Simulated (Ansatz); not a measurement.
I need a comparison of enthalpies under pressure of two structures of Cd. Use Ansatz 0.2.0 through its Python package. Level of theory (first run): PBEsol, PAW, cutoff 470 eV, 16×16×16 k-points, cold smearing of 0.1 eV.

The script, `cd.py`:
```python
"""Enthalpies of two structures of Cd under pressure."""

import ansatz as az
import numpy as np

FUNCTIONAL = "PBEsol"
ECUT = 470
K_SPACING = 0.16
SMEARING = "cold"
SMEARING_WIDTH = 0.1


def fcc(a_site, a):
    return (
        az.Lattice.fcc(a)
        .space_group(225)
        .atom(a_site, (0, 0, 0))
        .primitive()
    )


def diamond(a_site, a):
    return az.Crystal.diamond(a_site, a=a)


def compute(name, crystal, pressure=0.0):
    calc = (
        crystal.calculation()
        .functional(FUNCTIONAL)
        .basis(ECUT)
        .kpoints(spacing=K_SPACING)
        .occupations(SMEARING, width=SMEARING_WIDTH)
    )
    calc = calc.relax(force_tolerance=0.02, max_steps=60, cell=True, pressure=pressure)
    return calc.run(threads=1)


def volume_per_atom(outcome):
    return abs(np.linalg.det(outcome.lattice.cell_ang)) / len(outcome.lattice.sites)

phases = {}
phases["fcc"] = fcc("Cd", 4.42)
phases["diamond"] = diamond("Cd", 6.08)

# H = E + PV, with 1 eV per cubic angstrom equal to 160.2 GPa
pressures = [0, 10, 20, 30]
enthalpy, volume = {name: [] for name in phases}, {name: [] for name in phases}
for p in pressures:
    for name, crystal in phases.items():
        o = compute(name, crystal, pressure=p)
        volume[name].append(volume_per_atom(o))
        enthalpy[name].append(o.report["energy_sigma0_ev"] / len(o.lattice.sites) + p * volume[name][-1] / 160.21766)
gap = np.array(enthalpy["diamond"]) - np.array(enthalpy["fcc"])
rows = [(p, va, vb, 1000 * d) for p, va, vb, d in zip(pressures, volume["fcc"], volume["diamond"], gap)]
print("   P (GPa)  V fcc (A^3/atom)  V diamond (A^3/atom)  H(diamond) - H(fcc) (meV/atom)")
for row in rows:
    print(f"{row[0]:10d}  {row[1]:16.3f}  {row[2]:20.3f}  {row[3]:+30.1f}")
crossings = [p0 - g0 * (p1 - p0) / (g1 - g0) for p0, p1, g0, g1 in zip(pressures, pressures[1:], gap, gap[1:]) if g0 * g1 < 0]
print("crossing near", [round(float(p), 1) for p in crossings], "GPa") if crossings else print("no crossing in this range")
```

Running `python cd.py` prints:
```text
   P (GPa)  V fcc (A^3/atom)  V diamond (A^3/atom)  H(diamond) - H(fcc) (meV/atom)
         0            20.977                33.562                          +458.7
        10            18.508                26.694                         +1069.5
        20            17.201                23.898                         +1527.7
        30            16.275                22.182                         +1918.6
no crossing in this range
```

Caveats:
- At a fixed pressure a relaxation lowers the enthalpy F + PV, while F alone can rise.
- Only these two structures are compared, at zero temperature and with their symmetry kept; either may be hypothetical, and another phase may be lower than both. Differences under 10 to 15 meV an atom lie within the error of mesh and functional.
- The cells are prototypes set up for this calculation and needn't exist.
- Hardware and time: 110 s on 1 thread of Arm Neoverse V2, on a shared host, peak memory 0.54 GiB.
